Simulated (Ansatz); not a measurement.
Predict the output of the script below (the Python package of Ansatz (0.2.0)).

Script `clgeh2o2_bend.py`:
```python
# -*- coding: utf-8 -*-
'''Bending curve of ClGeH2O2.'''

import ansatz as az
from ase import Atoms


def main():
    atoms = Atoms(['O', 'Ge', 'O', 'Cl', 'H', 'H'], positions=[
        (-0.598, 1.438, -0.4029),
        (0.0984, -0.1431, -0.3476),
        (1.3741, -0.142, 0.863),
        (-1.324, -1.595, 0.1893),
        (-1.3108, 1.4114, -1.162),
        (1.8024, -1.0333, 0.814),
    ])

    # start the scan from a relaxed geometry
    first = (
        az.Crystal.molecule_from_ase(atoms).calculation()
        .basis(gaussian='def2-SVP')
        .functional('b3lyp')
        .spin('collinear', total=1)
        .relax(force_tolerance=0.02, max_steps=80)
    )
    atoms.positions = first.run(threads=1, backend='cpu').report['positions_ang']

    rows = []
    for angle in [90, 100, 110, 120, 135, 150, 165, 179]:
        bent = atoms.copy()
        bent.set_angle(1, 2, 5, angle, indices=[5])
        calc = (
            az.Crystal.molecule_from_ase(bent).calculation()
            .basis(gaussian='def2-SVP')
            .functional('b3lyp')
            .spin('collinear', total=1)
        )
        rows.append((angle, calc.run(threads=1, backend='cpu').report['free_energy_ev']))
    floor = min(e for _, e in rows)
    for angle, e in rows:
        print(f'angle Ge1-O2-H5 = {angle:3d} deg   {1000 * (e - floor):9.1f} meV')


if __name__ == '__main__':
    main()
```

Output of `python clgeh2o2_bend.py`:
```text
angle Ge1-O2-H5 =  90 deg       236.5 meV
angle Ge1-O2-H5 = 100 deg        63.6 meV
angle Ge1-O2-H5 = 110 deg         0.0 meV
angle Ge1-O2-H5 = 120 deg        17.3 meV
angle Ge1-O2-H5 = 135 deg       141.4 meV
angle Ge1-O2-H5 = 150 deg       315.6 meV
angle Ge1-O2-H5 = 165 deg       468.9 meV
angle Ge1-O2-H5 = 179 deg       541.1 meV
```

The scan is rigid, and the energies are electronic, in a modest basis. The zero is the lowest point of the grid, which needn't be the minimum. The species is open-shell (spin multiplicity 2). b3lyp holds the VWN-RPA fit, as in Gaussian; the form of ORCA and Turbomole is b3lyp5. It ran for 100 s on 1 thread of Arm Neoverse V1 (shared host), peak memory 0.34 GiB.
